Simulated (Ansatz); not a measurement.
# LuTl3: the cost of one run

Program: Ansatz 0.2.0. Level of theory: DFT PBEsol, scalar-relativistic. These are calculated values, not measurements.

### 1 The starting structure

The structure is cubic, space group Pm-3m (No. 221). The conventional cell has a = 4.653 Å, b = 4.653 Å, c = 4.653 Å, α = 90.00°, β = 90.00°, γ = 90.00°. Lu (site symmetry m-3m) has 12 Tl at 3.29 Å as nearest neighbours. Around Tl (site symmetry 4/mmm) lie 8 Tl at 3.29 Å and 4 Lu at 3.29 Å.

Structure file:

```cif
data_structure
_symmetry_space_group_name_H-M 'Pm-3m'
_symmetry_Int_Tables_number 221
_cell_length_a 4.6530
_cell_length_b 4.6530
_cell_length_c 4.6530
_cell_angle_alpha 90.000
_cell_angle_beta 90.000
_cell_angle_gamma 90.000
_cell_volume 100.74
loop_
_atom_site_label
_atom_site_type_symbol
_atom_site_symmetry_multiplicity
_atom_site_Wyckoff_symbol
_atom_site_fract_x
_atom_site_fract_y
_atom_site_fract_z
_atom_site_occupancy
Lu1 Lu 1 a 0.00000 0.00000 0.00000 1
Tl1 Tl 3 c 0.00000 0.50000 0.50000 1
```

The file gives the conventional cell by its symmetry; the runs use the cell typed in the input.

Atoms are numbered in the order of the input: Lu1, Tl2, Tl3, Tl4.

### 2 After the deformation

Space group Pm-3m before, P4/mmm after.

### 3 Full-potential LAPW

input.yaml reads:

```yaml
crystal:
  lattice:
    - [4.653, 0.0, 0.0]
    - [0.0, 4.653, 0.0]
    - [0.0, 0.0, 4.69953]
  atoms:
    - { symbol: Lu, position: [0.0, 0.0, 0.0] }
    - { symbol: Tl, position: [0.0, 0.5, 0.5] }
    - { symbol: Tl, position: [0.5, 0.0, 0.5] }
    - { symbol: Tl, position: [0.5, 0.5, 0.0] }
kpoints:
  mp_grid: { grid: [7, 7, 7] }
  band_path:
    path:
      - [0.0, 0.0, 0.0]
      - [0.0, 0.5, 0.0]
      - [0.5, 0.5, 0.0]
      - [0.0, 0.0, 0.0]
      - [0.0, 0.0, 0.5]
      - [0.0, 0.5, 0.5]
      - [0.5, 0.5, 0.5]
      - [0.0, 0.0, 0.5]
      - [0.0, 0.5, 0.0]
    npoints: 5
scf:
  occupations: { method: fermi_dirac, width: 0.08 }
hamiltonian:
  xc: pbesol
  pseudopotentials: { kind: all_electron, lapw: { basis_error: 0.001 } }
output:
  forces: true
  stress: true
  eigenvalues: true
```

Command:

```bash
> ansatz run input.yaml --threads 1 --pin off --max-ram 4096MiB --backend cpu --events-out ev --progress --plain --runs-dir out
```

**Question.** How long does this run take on 1 thread of Intel Xeon Platinum 8488C (Sapphire Rapids), shared host, and how much memory does it need?

About 75 s, with a peak of 0.68 GiB.
